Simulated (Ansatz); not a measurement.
# C₅H₁₃In: basis-set convergence

How large a basis does C₅H₁₃In need? Two functionals are run in growing sets.

Method: one geometry, several basis sets; program: Ansatz 0.2.0, Gaussian basis.

Levels to be run: PBE0-D4/def2-SVP; ωB97M-V/def2-SVP; PBE0-D4/def2-QZVPP; ωB97M-V/def2-QZVPP; the functionals' def2-TZVPP values are taken from earlier runs.

### 1 The relaxed structure

An earlier PBE0-D4 in a triple-zeta def2 set relaxation fixed the geometry. In takes the def2 core potential; no spin-orbit term is included.

19 atoms, charge 0, spin multiplicity 1.

Atoms are counted from 1 here; the program's logs count them from 0.

Bond lengths: C1–C2 1.523 Å, C1–H7 1.093 Å, C1–H8 1.096 Å, C1–H9 1.093 Å, C2–In3 2.173 Å, C2–H10 1.095 Å, C2–H11 1.096 Å, In3–C4 2.188 Å, In3–H12 1.745 Å, C4–C5 1.522 Å, C4–C6 1.524 Å, C4–H13 1.098 Å, C5–H14 1.092 Å, C5–H15 1.095 Å, C5–H16 1.098 Å, C6–H17 1.093 Å, C6–H18 1.095 Å, C6–H19 1.098 Å. Angles: C2–C1–H7 111.9°, C2–C1–H8 111.8°, C2–C1–H9 111.9°, H7–C1–H8 107.1°, H7–C1–H9 106.8°, H8–C1–H9 106.9°, C1–C2–In3 117.0°, C1–C2–H10 110.9°, C1–C2–H11 110.7°, In3–C2–H10 106.3°, In3–C2–H11 106.0°, H10–C2–H11 105.2°, C2–In3–C4 124.6°, C2–In3–H12 118.2°, C4–In3–H12 117.2°, In3–C4–C5 113.9°, In3–C4–C6 111.0°, In3–C4–H13 103.7° and more.

### 2 PBE0-D4 in def2-SVP

Input file in.yaml:

```yaml
crystal:
  periodic: [false, false, false]
  atoms:
    - {symbol: C, position_ang: [1.044137, -1.626989, -1.899533]}
    - {symbol: C, position_ang: [1.839352, -1.527994, -0.604913]}
    - {symbol: In, position_ang: [1.202590, -0.025296, 0.830528]}
    - {symbol: C, position_ang: [-0.581563, 1.222865, 0.614261]}
    - {symbol: C, position_ang: [-1.535095, 0.753227, -0.475472]}
    - {symbol: C, position_ang: [-1.297661, 1.385996, 1.949406]}
    - {symbol: H, position_ang: [-0.007279, -1.861726, -1.716053]}
    - {symbol: H, position_ang: [1.437552, -2.407108, -2.560831]}
    - {symbol: H, position_ang: [1.064868, -0.690814, -2.463989]}
    - {symbol: H, position_ang: [2.896233, -1.327933, -0.810570]}
    - {symbol: H, position_ang: [1.827410, -2.483351, -0.068571]}
    - {symbol: H, position_ang: [2.171648, 0.208817, 2.262827]}
    - {symbol: H, position_ang: [-0.180664, 2.203014, 0.323803]}
    - {symbol: H, position_ang: [-1.055533, 0.699713, -1.455615]}
    - {symbol: H, position_ang: [-1.940802, -0.240379, -0.259214]}
    - {symbol: H, position_ang: [-2.394438, 1.431271, -0.566103]}
    - {symbol: H, position_ang: [-0.636551, 1.766714, 2.732231]}
    - {symbol: H, position_ang: [-1.712383, 0.437047, 2.305944]}
    - {symbol: H, position_ang: [-2.141829, 2.082908, 1.861866]}
basis:
  gaussian: {orbitals: def2-SVP}
hamiltonian: {xc: pbe0, dispersion: d4}
output: {orbitals: {seedname: orbitals}}
```

Command:

```
> ansatz run in.yaml --threads 2 --pin off --events-out ev --progress --plain --max-ram 22528MiB --backend cpu
```

The runs that follow: ωB97M-V in def2-SVP; PBE0-D4 in def2-QZVPP; ωB97M-V in def2-QZVPP.

Q: Predict the results of all the runs planned. Wanted: PBE0-D4: double and triple zeta above quadruple; ωB97M-V: double and triple zeta above quadruple.

As calculated:

| quantity | value |
| --- | --- |
| PBE0-D4: double and triple zeta above quadruple | 6.44, 0.36 eV |
| ωB97M-V: double and triple zeta above quadruple | 6.86, 0.36 eV |

What this shows: PBE0-D4 gains 6.08 eV from double to triple zeta, then 0.36 eV more. Total energies overstate the basis error of differences, where much of it tends to cancel.
